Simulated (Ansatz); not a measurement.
# AlH8N2P: the cost of one run

All numbers below are computed with Ansatz 0.2.0 (RKS PBE-D4/def2-SVP).

### Step 1. The starting structure

Bond lengths: Al1–N3 1.775 Å, Al1–N4 1.781 Å, Al1–P6 2.660 Å, N3–H7 1.011 Å, N3–H8 1.010 Å, N4–H9 1.012 Å, N4–H10 1.011 Å, P6–H11 1.393 Å, P6–H12 1.389 Å. Angles: Al1–N3–H7 124.7°, Al1–N3–H8 126.9°, H7–N3–H8 108.4°, N3–Al1–N4 127.4°, N3–Al1–P6 112.5°, N4–Al1–P6 118.1°, Al1–N4–H9 128.3°, Al1–N4–H10 123.6°, H9–N4–H10 108.1°, Al1–P6–H11 136.3°, Al1–P6–H12 89.1°, H11–P6–H12 92.3°.

Structure file:

```xyz
12

Al   -0.3629    0.2219    0.3072
H     0.0171    0.6779   -1.6086
N    -0.0721    1.7278    1.2003
N    -1.8038   -0.8215    0.3856
H     0.9194    0.3442   -1.7813
P     1.8669   -0.7993   -0.7229
H     0.8258    2.1858    1.2790
H    -0.7525    2.2710    1.7118
H    -1.9522   -1.7210   -0.0543
H    -2.6411   -0.5810    0.8990
H     2.8461   -1.6991   -0.3097
H     1.1092   -1.8069   -1.3062
```

### Step 2. Pulling towards end A

Springs on the bonds that form and break draw the guess towards this end; the thresholds are loose.

Input file input.yaml:

```yaml
crystal:
  periodic: [false, false, false]
  atoms:
    - { symbol: Al, position_ang: [-0.3629, 0.2219, 0.3072] }
    - { symbol: H, position_ang: [0.0171, 0.6779, -1.6086] }
    - { symbol: "N", position_ang: [-0.0721, 1.7278, 1.2003] }
    - { symbol: "N", position_ang: [-1.8038, -0.8215, 0.3856] }
    - { symbol: H, position_ang: [0.9194, 0.3442, -1.7813] }
    - { symbol: P, position_ang: [1.8669, -0.7993, -0.7229] }
    - { symbol: H, position_ang: [0.8258, 2.1858, 1.279] }
    - { symbol: H, position_ang: [-0.7525, 2.271, 1.7118] }
    - { symbol: H, position_ang: [-1.9522, -1.721, -0.0543] }
    - { symbol: H, position_ang: [-2.6411, -0.581, 0.899] }
    - { symbol: H, position_ang: [2.8461, -1.6991, -0.3097] }
    - { symbol: H, position_ang: [1.1092, -1.8069, -1.3062] }
basis:
  gaussian: { orbitals: def2-SVP }
hamiltonian:
  xc: pbe
  dispersion: d4
relax:
  f_tol: 0.15
  max_steps: 25
  restrain:
    - { distance: [0, 5], at: 3.58, k: 30.0 }
    - { distance: [4, 1], at: 1.92, k: 30.0 }
    - { distance: [0, 1], at: 1.52, k: 30.0 }
    - { distance: [4, 5], at: 1.38, k: 30.0 }
```

Started as:

```sh
ansatz run input.yaml --threads 2 --pin off --max-ram 3072MiB --backend cpu --events-out ev --progress --plain --runs-dir out
```

Q: Estimate wall time and peak memory on 2 threads of Intel Xeon Platinum 8488C (Sapphire Rapids), shared host.

About 19 s, with a peak of 0.17 GiB.
